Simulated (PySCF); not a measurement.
**Ho(NH2)3: forces at shaken geometries**

Aim: move all atoms of relaxed Ho(NH2)3 at random and read energies and forces. The structure is generated, not taken from experiment.

Program: PySCF 2.14.0. Level of theory: B3LYP, Ho lcecp-1-SVP with ECP56, N def2-SVP, H def2-SVP; scalar-relativistic core potentials, no spin–orbit coupling. These are calculated values, not measurements.

5 further runs of the same task are left out: 2 for a known fault of the program, 3 that didn't finish.

## 1. The system as given

10 atoms, charge 0, spin multiplicity 1.

Bond lengths: Ho1–N2 2.177 Å, Ho1–N5 2.176 Å, Ho1–N8 2.176 Å, N2–H3 1.023 Å, N2–H4 1.023 Å, N5–H6 1.023 Å, N5–H7 1.023 Å, N8–H9 1.023 Å, N8–H10 1.023 Å. Angles: N2–Ho1–N5 119.8°, N2–Ho1–N8 120.5°, N5–Ho1–N8 119.6°, Ho1–N2–H3 126.9°, Ho1–N2–H4 128.0°, H3–N2–H4 105.0°, Ho1–N5–H6 127.6°, Ho1–N5–H7 127.4°, H6–N5–H7 105.1°, Ho1–N8–H9 128.2°, Ho1–N8–H10 126.7°, H9–N8–H10 105.1°.

As a file:

```xyz
10
H6HoN3
Ho    0.00931   -0.00422   -0.03784
N     2.17133   -0.00509    0.21559
H     2.77639    0.81085    0.33688
H     2.80226   -0.80990    0.24357
N    -1.08341    1.87714   -0.00152
H    -0.69996    2.81887    0.10902
H    -2.09482    2.00952   -0.07909
N    -1.08069   -1.87791   -0.23088
H    -0.70679   -2.82994   -0.23535
H    -2.09363   -1.98932   -0.32037
```

Formal oxidation states: Ho +3. Each metal's 10 4f electrons lie in its core potential, so multiplicities, spins and levels count the valence alone. An earlier session relaxed this geometry at B3LYP, Ho lcecp-1-SVP with ECP56, N def2-SVP, H def2-SVP (singlet, point group C3v).

Its energy there is -205.516636 Eh.

## 2. Atoms moved at random, σ = 0.06 Å

Input file run.py (the lines that set the calculation):

```python
mol = gto.M(atom='''
Ho     0.07106    -0.08416     0.03265
N      2.12389     0.01184     0.18233
H      2.79457     0.79031     0.27042
H      2.85704    -0.76530     0.28025
N     -1.01829     1.91267     0.01467
H     -0.73631     2.80644     0.00885
H     -2.10446     1.99442    -0.07119
N     -1.18292    -1.90394    -0.22839
H     -0.74505    -2.82547    -0.23546
H     -2.05953    -1.93681    -0.25412''',
    basis={'Ho': 'lcecp-1-SVP', 'N': 'def2-SVP', 'H': 'def2-SVP'},
    ecp={'Ho': 'lcecp-1-SVP'},
    charge=0, spin=0)
mf = dft.RKS(mol, xc='B3LYP')
mf.grids.atom_grid = (50, 194)  # f atoms: unpruned, at least (60, 302)
mf = mf.density_fit()  # fitting sets: Ho AutoAux, N def2-universal-JKFIT, H def2-universal-JKFIT
mf.conv_tol = 1e-08; mf.max_cycle = 55
mf.kernel(dm0)  # dm0: the density of the relaxed state
```

Started as:

```bash
$ OMP_NUM_THREADS=2 python run.py
```

The program printed:

```text
init E= -205.495979739778
  HOMO = -0.210526018503043  LUMO = -0.0571124519077664  gap/eV = 4.17460
cycle= 1 E= -205.468910036451  delta_E= 0.0271  |g|= 0.0755  |ddm|= 0.403
  HOMO = -0.196342009727051  LUMO = -0.0525254053294475  gap/eV = 3.91345
cycle= 2 E= -205.468950610298  delta_E= -4.06e-05  |g|= 0.0821  |ddm|= 0.149
  HOMO = -0.207622383799876  LUMO = -0.0537325068757895  gap/eV = 4.18756
cycle= 3 E= -205.470330746816  delta_E= -0.00138  |g|= 0.0315  |ddm|= 0.0862
  HOMO = -0.205229190775355  LUMO = -0.0541485108313822  gap/eV = 4.11111
cycle= 4 E= -205.470555505071  delta_E= -0.000225  |g|= 0.00327  |ddm|= 0.0286
  HOMO = -0.205758478234574  LUMO = -0.0539989633640943  gap/eV = 4.12959
cycle= 5 E= -205.470558057454  delta_E= -2.55e-06  |g|= 0.00153  |ddm|= 0.00482
  HOMO = -0.205602986438942  LUMO = -0.0540393318332164  gap/eV = 4.12426
cycle= 6 E= -205.470558493072  delta_E= -4.36e-07  |g|= 0.000811  |ddm|= 0.00189
  HOMO = -0.205661390997201  LUMO = -0.0540475401567519  gap/eV = 4.12562
cycle= 7 E= -205.47055865177  delta_E= -1.59e-07  |g|= 5.34e-05  |ddm|= 0.000737
  HOMO = -0.205650993299444  LUMO = -0.0540438853643916  gap/eV = 4.12544
cycle= 8 E= -205.470558652723  delta_E= -9.52e-10  |g|= 1.86e-05  |ddm|= 9.26e-05
  HOMO = -0.205653761367647  LUMO = -0.0540458760449152  gap/eV = 4.12546
Extra cycle  E= -205.47055865266  delta_E= 6.24e-11  |g|= 2.62e-05  |ddm|= 4.24e-05
converged SCF energy = -205.47055865266
```

It took 4.4 s on 2 threads of Intel Xeon Platinum 8488C (Sapphire Rapids), shared host.

Result: E = -205.470559 Eh (+1.254 eV from the relaxed state), HOMO -5.60 eV, LUMO -1.47 eV, Mulliken charge on Ho1 +0.83 e, largest force component 10.939 eV/Å. 

| atom | Fx | Fy | Fz (eV/Å) |
| --- | --- | --- | --- |
| Ho1 | -3.158 | 1.109 | -0.279 |
| N2 | 4.056 | -1.224 | 0.512 |
| H3 | -0.578 | 0.295 | -0.101 |
| H4 | -1.434 | 0.747 | -0.247 |
| N5 | -3.324 | -5.339 | -0.199 |
| H6 | 1.651 | 4.569 | 0.018 |
| H7 | 2.306 | -0.355 | 0.191 |
| N8 | 10.939 | 1.165 | 0.541 |
| H9 | -0.453 | -0.151 | -0.068 |
| H10 | -10.004 | -0.815 | -0.368 |

## 3. Atoms moved at random, σ = 0.03 Å

Input file run.py (the lines that set the calculation):

```python
mol = gto.M(atom='''
Ho     0.07498     0.01847    -0.03546
N      2.15321    -0.00017     0.26326
H      2.80554     0.78119     0.34996
H      2.78462    -0.80621     0.25156
N     -1.11121     1.84853     0.02192
H     -0.71450     2.83482     0.13830
H     -2.11575     2.01069    -0.13174
N     -1.09451    -1.84493    -0.27061
H     -0.66849    -2.85988    -0.23457
H     -2.11390    -1.98250    -0.35262''',
    basis={'Ho': 'lcecp-1-SVP', 'N': 'def2-SVP', 'H': 'def2-SVP'},
    ecp={'Ho': 'lcecp-1-SVP'},
    charge=0, spin=0)
mf = dft.RKS(mol, xc='B3LYP')
mf.grids.atom_grid = (50, 194)  # f atoms: unpruned, at least (60, 302)
mf = mf.density_fit()  # fitting sets: Ho AutoAux, N def2-universal-JKFIT, H def2-universal-JKFIT
mf.conv_tol = 1e-08; mf.max_cycle = 55
mf.kernel(dm0)  # dm0: the density of the relaxed state
```

Started as:

```bash
$ OMP_NUM_THREADS=2 python run.py
```

The program printed:

```text
init E= -205.470585506539
  HOMO = -0.23154101929584  LUMO = -0.0645418197714331  gap/eV = 4.54428
cycle= 1 E= -205.506205364777  delta_E= -0.0356  |g|= 0.0676  |ddm|= 0.227
  HOMO = -0.195292100874941  LUMO = -0.0521076254296169  gap/eV = 3.89625
cycle= 2 E= -205.503629507929  delta_E= 0.00258  |g|= 0.128  |ddm|= 0.177
  HOMO = -0.209809498720985  LUMO = -0.051618124544099  gap/eV = 4.30461
cycle= 3 E= -205.507600523236  delta_E= -0.00397  |g|= 0.00871  |ddm|= 0.105
  HOMO = -0.210254603727057  LUMO = -0.0518826453991252  gap/eV = 4.30952
cycle= 4 E= -205.507618005132  delta_E= -1.75e-05  |g|= 0.00223  |ddm|= 0.00968
  HOMO = -0.210543041439897  LUMO = -0.0519370734288707  gap/eV = 4.31589
cycle= 5 E= -205.50761867327  delta_E= -6.68e-07  |g|= 0.00157  |ddm|= 0.00284
  HOMO = -0.210584473965325  LUMO = -0.0519502914632799  gap/eV = 4.31666
cycle= 6 E= -205.507619256597  delta_E= -5.83e-07  |g|= 0.000197  |ddm|= 0.00139
  HOMO = -0.210583378591573  LUMO = -0.0519501007058256  gap/eV = 4.31663
cycle= 7 E= -205.507619266656  delta_E= -1.01e-08  |g|= 5.56e-05  |ddm|= 0.000277
  HOMO = -0.210578325713859  LUMO = -0.0519498884855718  gap/eV = 4.31650
cycle= 8 E= -205.507619267111  delta_E= -4.55e-10  |g|= 4.07e-05  |ddm|= 8.08e-05
  HOMO = -0.21057914509065  LUMO = -0.0519492291543244  gap/eV = 4.31654
Extra cycle  E= -205.507619266207  delta_E= 9.04e-10  |g|= 7.51e-05  |ddm|= 9.16e-05
converged SCF energy = -205.507619266207
```

Wall time 4.4 s (2 threads of Intel Xeon Platinum 8488C (Sapphire Rapids), shared host).

Result: E = -205.507619 Eh (+0.245 eV from the relaxed state), HOMO -5.73 eV, LUMO -1.41 eV, Mulliken charge on Ho1 +0.83 e, largest force component 2.351 eV/Å. 

| atom | Fx | Fy | Fz (eV/Å) |
| --- | --- | --- | --- |
| Ho1 | -2.038 | -0.385 | -0.223 |
| N2 | 1.526 | -0.049 | 0.050 |
| H3 | -0.042 | 0.221 | 0.074 |
| H4 | -0.106 | -0.154 | 0.038 |
| N5 | 0.596 | 1.695 | 0.064 |
| H6 | -0.601 | -1.519 | -0.141 |
| H7 | 0.245 | -0.144 | 0.071 |
| N8 | 1.102 | -2.016 | 0.171 |
| H9 | -1.101 | 2.351 | -0.117 |
| H10 | 0.419 | 0.000 | 0.015 |

## 4. Atoms moved at random, σ = 0.06 Å

Input file run.py (the lines that set the calculation):

```python
mol = gto.M(atom='''
Ho    -0.02028    -0.02012    -0.02751
N      2.13031    -0.00332     0.30445
H      2.76824     0.94325     0.30362
H      2.79628    -0.93874     0.20107
N     -1.06359     1.83839     0.04353
H     -0.71550     2.75859     0.06494
H     -2.15041     2.08622    -0.11387
N     -1.08607    -1.85279    -0.23302
H     -0.59221    -2.83885    -0.18520
H     -2.06678    -1.97264    -0.35802''',
    basis={'Ho': 'lcecp-1-SVP', 'N': 'def2-SVP', 'H': 'def2-SVP'},
    ecp={'Ho': 'lcecp-1-SVP'},
    charge=0, spin=0)
mf = dft.RKS(mol, xc='B3LYP')
mf.grids.atom_grid = (50, 194)  # f atoms: unpruned, at least (60, 302)
mf = mf.density_fit()  # fitting sets: Ho AutoAux, N def2-universal-JKFIT, H def2-universal-JKFIT
mf.conv_tol = 1e-08; mf.max_cycle = 55
mf.kernel(dm0)  # dm0: the density of the relaxed state
```

Started as:

```bash
$ OMP_NUM_THREADS=2 python run.py
```

The program printed:

```text
init E= -205.383206881861
  HOMO = -0.256354079610528  LUMO = -0.085582778773329  gap/eV = 4.64692
cycle= 1 E= -205.470971561874  delta_E= -0.0878  |g|= 0.179  |ddm|= 0.392
  HOMO = -0.169278880160471  LUMO = -0.0507801628002813  gap/eV = 3.22451
cycle= 2 E= -205.448710787468  delta_E= 0.0223  |g|= 0.355  |ddm|= 0.45
  HOMO = -0.212721884422256  LUMO = -0.0502355703890753  gap/eV = 4.42148
cycle= 3 E= -205.479642574472  delta_E= -0.0309  |g|= 0.0257  |ddm|= 0.295
  HOMO = -0.213064587559589  LUMO = -0.0509242182104988  gap/eV = 4.41206
cycle= 4 E= -205.479764701078  delta_E= -0.000122  |g|= 0.0101  |ddm|= 0.0282
  HOMO = -0.213288922667691  LUMO = -0.0511106718382504  gap/eV = 4.41309
cycle= 5 E= -205.479786953252  delta_E= -2.23e-05  |g|= 0.00302  |ddm|= 0.0103
  HOMO = -0.213538710138905  LUMO = -0.0512012322353641  gap/eV = 4.41743
cycle= 6 E= -205.479789097983  delta_E= -2.14e-06  |g|= 0.000454  |ddm|= 0.00269
  HOMO = -0.213545277209919  LUMO = -0.0511918606658597  gap/eV = 4.41786
cycle= 7 E= -205.479789152755  delta_E= -5.48e-08  |g|= 6.53e-05  |ddm|= 0.000632
  HOMO = -0.213549146019206  LUMO = -0.0511950912211194  gap/eV = 4.41788
cycle= 8 E= -205.479789153978  delta_E= -1.22e-09  |g|= 2.98e-05  |ddm|= 0.000114
  HOMO = -0.213545499414078  LUMO = -0.0511921745504669  gap/eV = 4.41786
Extra cycle  E= -205.479789153612  delta_E= 3.66e-10  |g|= 5.05e-05  |ddm|= 7.02e-05
converged SCF energy = -205.479789153612
```

Wall time 4.4 s (2 threads of Intel Xeon Platinum 8488C (Sapphire Rapids), shared host).

Read off: E = -205.479789 Eh (+1.003 eV from the relaxed state), HOMO -5.81 eV, LUMO -1.39 eV, Mulliken charge on Ho1 +0.81 e, largest force component 4.243 eV/Å. 

| atom | Fx | Fy | Fz (eV/Å) |
| --- | --- | --- | --- |
| Ho1 | 0.655 | 0.162 | 0.215 |
| N2 | 3.375 | -0.166 | -0.552 |
| H3 | -1.558 | -3.234 | 0.056 |
| H4 | -1.732 | 3.339 | 0.420 |
| N5 | -4.243 | -0.088 | -0.703 |
| H6 | 1.073 | 1.770 | 0.183 |
| H7 | 2.835 | -1.075 | 0.473 |
| N8 | 2.279 | -2.418 | 0.231 |
| H9 | -1.546 | 2.283 | -0.173 |
| H10 | -1.138 | -0.573 | -0.151 |

## 5. Results

| σ (Å) | energy rise (eV) | harmonic estimate −½ F·u (eV) | largest force component (eV/Å) |
| --- | --- | --- | --- |
| 0.06 | 1.254 | 1.340 | 10.94 |
| 0.03 | 0.245 | 0.238 | 2.35 |
| 0.06 | 1.003 | 0.939 | 4.24 |

Every displacement raises the energy. For a harmonic well the rise equals −½ F·u; the two differ by at most 7 % here (a move with σ = 0.06 Å), from anharmonicity, the grid and the small forces left at the relaxed point. The bases are small and lack diffuse functions. Spin–orbit coupling is left out.
